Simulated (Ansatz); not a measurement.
## Hf2Pd2Se2Br2O3 in Ansatz: the effect of Hubbard term

Hf2Pd2Se2Br2O3:

```xyz
11
Lattice="5.7607 0.0050 -0.0029 -0.5275 5.8466 0.0341 -1.4844 -0.9264 6.6459" Properties=species:S:1:pos:R:3 pbc="T T T"
Hf    3.5658    1.9949    2.3367
Hf    0.5362    2.1009    3.9624
Pd    3.9042   -0.0043    5.6409
Pd    0.4456    4.9498    2.4142
Se    2.0523    1.4944    6.2402
Se    2.4066    4.0824    3.5487
Br    4.1617    5.6554    1.0519
Br   -0.4152    4.0015    5.7576
O     4.5038    1.1491    3.9299
O     1.7546    1.0574    2.7229
O    -0.4225    3.0696    2.4575
```

The cell was built by a generator and needn't be a form met in nature.

Alike in all runs:

```yaml
Program: Ansatz 0.2.0
Task: projected density of states
Functional: PBE
Potentials_or_basis: Ansatz PAW
Cutoff: "420 eV (not typed: the program's choice for these potentials)"
k_mesh: 5 × 5 × 4
Occupations: fermi-dirac, width 0.05 eV
Spin: no spin polarisation
Hubbard_projectors: ortho-atomic (the default)
Double_counting: fll (the default)
```

```tsv
Hubbard term	gap on the mesh (eV)	pressure (GPa)	largest force (eV/Å)
Hf d U = 2 eV, Pd d U = 2 eV	0.45	1.1	0.14
Hf d U = 4 eV, Pd d U = 4 eV	0.57	2.2	0.30
Hf d U = 6 eV, Pd d U = 6 eV	0.58	3.5	0.47
Hf d U = 8 eV, Pd d U = 8 eV	?	?	?
```

What does the run with Hubbard term Hf d U = 8 eV, Pd d U = 8 eV give?

gap on the mesh 0.57 eV; pressure 4.8 GPa; largest force 0.67 eV/Å.

Worked out: The gap on the mesh follows no smooth curve through the other rows. A straight line through the other rows of the pressure, of slope 0.6 GPa per eV, extrapolates to 4.7 GPa, against the run's 4.8. A straight line through the other rows of the largest force, of slope 0.0825 eV/Å per eV, extrapolates to 0.63 eV/Å, against the run's 0.67.

Caveats: odd divisions of the mesh miss points on the zone boundary, where band edges often lie, so the gap on the mesh can be too wide; spin-orbit coupling is left out, which moves the levels of the heavy elements.

A k mesh can miss the band edges.
